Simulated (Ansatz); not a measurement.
**YZn: the crystal squeezed far**

An exercise on one series of results from a longer session: the logs are not shown, and one member is left open.

Computed with Ansatz 0.2.0 (DFT LDA, with the methods named in each step, unless a step's input says otherwise).

## The structure to begin with

Symmetry: Fm-3m, No. 225, cubic system. Conventional cell: a = 5.926 Å, b = 5.926 Å, c = 5.926 Å, α = 90.00°, β = 90.00°, γ = 90.00°. Y (site symmetry m-3m) is surrounded by 6 Zn at 2.96 Å. Around Zn (site symmetry m-3m) lie 6 Y at 2.96 Å.

Coordinates:

```xyz
2
Lattice="0.0000 2.9630 2.9630 2.9630 0.0000 2.9630 2.9630 2.9630 0.0000" Properties=species:S:1:pos:R:3 pbc="T T T"
Y     0.0000    0.0000    0.0000
Zn    2.9630    2.9630    2.9630
```

Whether this phase is the stable one at these pressures isn't tested.

Atoms are numbered in the order of the input: Y1, Zn2.

Set-up of the first run:

input.yaml

```yaml
crystal:
  lattice:
    - [0.0, 2.962987, 2.962987]
    - [2.962987, 0.0, 2.962987]
    - [2.962987, 2.962987, 0.0]
  atoms:
    - { symbol: "Y", position: [0.0, 0.0, 0.0] }
    - { symbol: Zn, position: [0.5, 0.5, 0.5] }
kpoints:
  mp_grid: { grid: [11, 11, 11] }
  band_path:
    path:
      - [0.0, 0.0, 0.0]
      - [0.5, 0.0, 0.5]
      - [0.625, 0.25, 0.625]
      - [0.375, 0.375, 0.75]
      - [0.0, 0.0, 0.0]
      - [0.5, 0.5, 0.5]
      - [0.5, 0.25, 0.75]
      - [0.5, 0.0, 0.5]
    npoints: 14
scf:
  occupations: { method: fermi_dirac, width: 0.05 }
hamiltonian:
  xc: lda
  pseudopotentials: { kind: all_electron, lapw: { basis_error: 0.001 } }
output:
  forces: true
  stress: true
  eigenvalues: true
  populations: true
```

Command:

```sh
$ ansatz run input.yaml --threads 1 --pin off --max-ram 2048MiB --backend cpu --events-out ev --progress --plain --runs-dir out
```

Among the steps run: The reference volume, LAPW; Volume scaled by 1, norm-conserving; Volume scaled by 0.85, LAPW; Volume scaled by 0.55, LAPW; Volume scaled by 0.4, LAPW; Volume scaled by 0.4, norm-conserving.

One table of the session follows, with a row left open; its other results are not shown here.

```
         method  volume over the first  volume (Å³/atom)  pressure (GPa)
           LAPW                      1            26.013           -4.54
           LAPW                   0.85            22.111            5.66
           LAPW                   0.55            14.307           86.41
           LAPW                    0.4            10.405          241.70
            PAW                      1            26.013           -4.53
            PAW                   0.85            22.111            5.66
            PAW                   0.55            14.307           86.36
            PAW                    0.4                 ?               ?
norm-conserving                      1            26.013           -4.57
norm-conserving                    0.4            10.405          242.70
```

**Question.** Estimate the row for PAW, 0.4.

As computed: volume (Å³/atom): 10.405; pressure (GPa): 241.51.

Limits of these values: Rows by PAW come from runs of the same series that aren't printed here. Warnings in the runs' records: stress scf threshold loose.
